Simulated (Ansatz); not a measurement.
**C2H3BCl2: basis-set convergence**

An exercise on one series of results from a longer session: the logs are not shown, and one member is left open.

The runs use Ansatz 0.2.0, Gaussian basis; one geometry, several basis sets.

The runs, in order: PBE0-D4/def2-SVP; ωB97M-V/def2-SVP; PBE0-D4/def2-QZVPP; ωB97M-V/def2-QZVPP; the functionals' def2-TZVPP values are taken from earlier runs.

**The geometry**

All runs share one geometry, relaxed beforehand with PBE0-D4 in a triple-zeta def2 set.

SMILES `ClB1CC1Cl`, 8 atoms, charge 0, spin multiplicity 1.

Atoms are counted from 1 here; the program's logs count them from 0.

Bond lengths: Cl1–B2 1.708 Å, B2–C3 1.516 Å, B2–C4 1.521 Å, C3–C4 1.550 Å, C3–H6 1.086 Å, C3–H7 1.088 Å, C4–Cl5 1.759 Å, C4–H8 1.084 Å. Angles: Cl1–B2–C3 149.6°, Cl1–B2–C4 147.9°, C3–B2–C4 61.4°, B2–C3–C4 59.5°, B2–C3–H6 123.4°, B2–C3–H7 117.9°, C4–C3–H6 114.6°, C4–C3–H7 118.0°, H6–C3–H7 113.0°, B2–C4–C3 59.1°, B2–C4–Cl5 119.2°, B2–C4–H8 123.0°, C3–C4–Cl5 118.9°, C3–C4–H8 115.3°, Cl5–C4–H8 111.6°.

The first run:

File in.yaml:

```yaml
crystal:
  periodic: [false, false, false]
  atoms:
    - {symbol: Cl, position_ang: [-2.473608, 0.378090, 0.885926]}
    - {symbol: B, position_ang: [-0.888562, 0.008844, 0.368878]}
    - {symbol: C, position_ang: [0.595974, -0.074272, 0.662903]}
    - {symbol: C, position_ang: [0.073186, -0.200354, -0.790518]}
    - {symbol: Cl, position_ang: [0.361630, 1.120564, -1.915193]}
    - {symbol: H, position_ang: [1.079378, -0.967112, 1.048313]}
    - {symbol: H, position_ang: [1.111647, 0.842151, 0.942591]}
    - {symbol: H, position_ang: [0.232357, -1.164910, -1.258601]}
basis:
  gaussian: {orbitals: def2-SVP}
hamiltonian: {xc: pbe0, dispersion: d4}
output: {orbitals: {seedname: orbitals}}
```

The run is started by

```console
ansatz run in.yaml --threads 2 --pin off --events-out ev --progress --plain --max-ram 4352MiB
```

Among the steps run: PBE0-D4 in def2-SVP; ωB97M-V in def2-SVP; PBE0-D4 in def2-QZVPP; ωB97M-V in def2-QZVPP.

One of the session's tables, all rows but one given; the rest of the session is left out.

It belongs to the step «Density functionals: the series». 

| functional | basis | HOMO (eV) | LUMO (eV) |
| --- | --- | --- | --- |
| PBE0-D4 | def2-SVP | -7.18 | -1.64 |
| PBE0-D4 | def2-TZVPP | ? | ? |
| PBE0-D4 | def2-QZVPP | -7.36 | -1.87 |
| ωB97M-V | def2-SVP | -9.37 | 0.52 |
| ωB97M-V | def2-TZVPP | -9.54 | 0.29 |
| ωB97M-V | def2-QZVPP | -9.58 | 0.21 |

Q: Estimate the row for PBE0-D4, def2-TZVPP from the others.

As computed: HOMO (eV): -7.33; LUMO (eV): -1.82. In the column «HOMO (eV)» it lies between PBE0-D4, def2-QZVPP (-7.36) and PBE0-D4, def2-SVP (-7.18).
